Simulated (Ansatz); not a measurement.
**C5HF7: up Jacob's ladder to CCSD(T)**

One table from this session's results is given with a row withheld; the runs are named, their logs left out.

Computed with Ansatz 0.2.0, Gaussian basis. Level: functionals in def2-TZVPP, the program's frozen cores in correlated methods.

Plan: LDA (SPW92), PBE-D4, revPBE-D4, BLYP-D4, r2SCAN-D4, B97M-V, PBE0-D4, B3LYP-D4, r2SCANh-D4, r2SCAN0-D4, HSE06-D4, BHLYP-D4, CAM-B3LYP-D4, LC-ωPBE, ωB97X-V, ωB97M-V, B2PLYP, PBE-QIDH; CCSD(T)/def2-SVP; CCSD(T)/def2-TZVPP; MP2/def2-QZVPP; extrapolation to the limit; RPA on PBE.

## The relaxed structure

All runs share one geometry, relaxed beforehand with PBE0-D4 in a triple-zeta def2 set.

13 atoms, charge 0, spin multiplicity 1.

Atoms are counted from 1 here; the program's logs count them from 0.

Bond lengths: F1–C2 1.313 Å, C2–C3 1.328 Å, C2–C11 1.486 Å, C3–F4 1.312 Å, C3–C5 1.488 Å, C5–F6 1.342 Å, C5–F7 1.350 Å, C5–C8 1.565 Å, C8–F9 1.335 Å, C8–F10 1.341 Å, C8–C11 1.548 Å, C11–F12 1.366 Å, C11–H13 1.095 Å. Angles: F1–C2–C3 126.1°, F1–C2–C11 120.0°, C3–C2–C11 113.9°, C2–C3–F4 127.1°, C2–C3–C5 112.2°, F4–C3–C5 120.5°, C3–C5–F6 112.9°, C3–C5–F7 111.4°, C3–C5–C8 103.1°, F6–C5–F7 107.0°, F6–C5–C8 111.9°, F7–C5–C8 110.6°, C5–C8–F9 109.5°, C5–C8–F10 110.9°, C5–C8–C11 106.4°, F9–C8–F10 108.4°, F9–C8–C11 110.0°, F10–C8–C11 111.5° and more.

The first run:

Input file in.yaml:

```yaml
crystal:
  periodic: [false, false, false]
  atoms:
    - {symbol: F, position_ang: [-1.340966, -2.217894, -0.591171]}
    - {symbol: C, position_ang: [-0.720440, -1.085280, -0.356946]}
    - {symbol: C, position_ang: [-0.947442, 0.071905, -0.966931]}
    - {symbol: F, position_ang: [-1.814862, 0.306859, -1.922894]}
    - {symbol: C, position_ang: [-0.019835, 1.141094, -0.507712]}
    - {symbol: F, position_ang: [-0.657561, 2.265487, -0.147254]}
    - {symbol: F, position_ang: [0.860630, 1.477856, -1.473655]}
    - {symbol: C, position_ang: [0.718180, 0.474533, 0.700259]}
    - {symbol: F, position_ang: [0.264949, 0.995274, 1.843200]}
    - {symbol: F, position_ang: [2.040227, 0.689878, 0.631330]}
    - {symbol: C, position_ang: [0.384175, -1.035226, 0.636348]}
    - {symbol: F, position_ang: [-0.010027, -1.515290, 1.852446]}
    - {symbol: H, position_ang: [1.263373, -1.603997, 0.317682]}
basis:
  gaussian: {orbitals: def2-TZVPP}
hamiltonian: {xc: lda}
output: {orbitals: {seedname: orbitals}}
```

Command:

```console
$ ansatz run in.yaml --threads 4 --pin off --events-out ev --progress --plain --max-ram 66560MiB --backend cuda --devices 0, --max-vram 37GiB
```

Steps of the session up to this table: LDA; PBE-D4 (GGA); revPBE-D4 (GGA); BLYP-D4 (GGA); r2SCAN-D4 (meta-GGA); B97M-V (meta-GGA); PBE0-D4 (hybrid); B3LYP-D4 (hybrid); r2SCANh-D4 (hybrid); r2SCAN0-D4 (hybrid); HSE06-D4 (hybrid); BHLYP-D4 (hybrid); CAM-B3LYP-D4 (range-separated); LC-ωPBE (range-separated); ωB97X-V (range-separated); ωB97M-V (range-separated); B2PLYP (double hybrid); PBE-QIDH (double hybrid).

One table of the session follows, with a row left open; its other results are not shown here.

It belongs to the step «Frontier levels by functional». 

```
  functional  HOMO (eV)  gap (eV)
 LDA (SPW92)      -7.67      5.25
      PBE-D4      -7.39      5.32
   revPBE-D4      -7.29      5.35
     BLYP-D4      -7.30      5.31
   r2SCAN-D4          ?         ?
      B97M-V      -7.75      5.96
     PBE0-D4      -8.80      7.69
    B3LYP-D4      -8.59      7.20
  r2SCANh-D4      -8.22      6.66
  r2SCAN0-D4      -9.00      7.99
    HSE06-D4      -8.39      6.90
    BHLYP-D4     -10.11     10.07
CAM-B3LYP-D4     -10.22     10.21
     LC-ωPBE     -11.50     12.73
     ωB97X-V     -11.13     12.32
     ωB97M-V     -11.03     12.13
```

Estimate the missing values for r2SCAN-D4.

Worked estimate for «HOMO (eV)». Against the share of exact exchange, r2SCANh-D4 (0.1, -8.22), r2SCAN0-D4 (0.25, -9.00) give a slope of -5.20 per unit share; at 0 the line stands at -7.70.

As computed: HOMO (eV): -7.69; gap (eV): 5.79. In «HOMO (eV)» the line misses by -0.01.
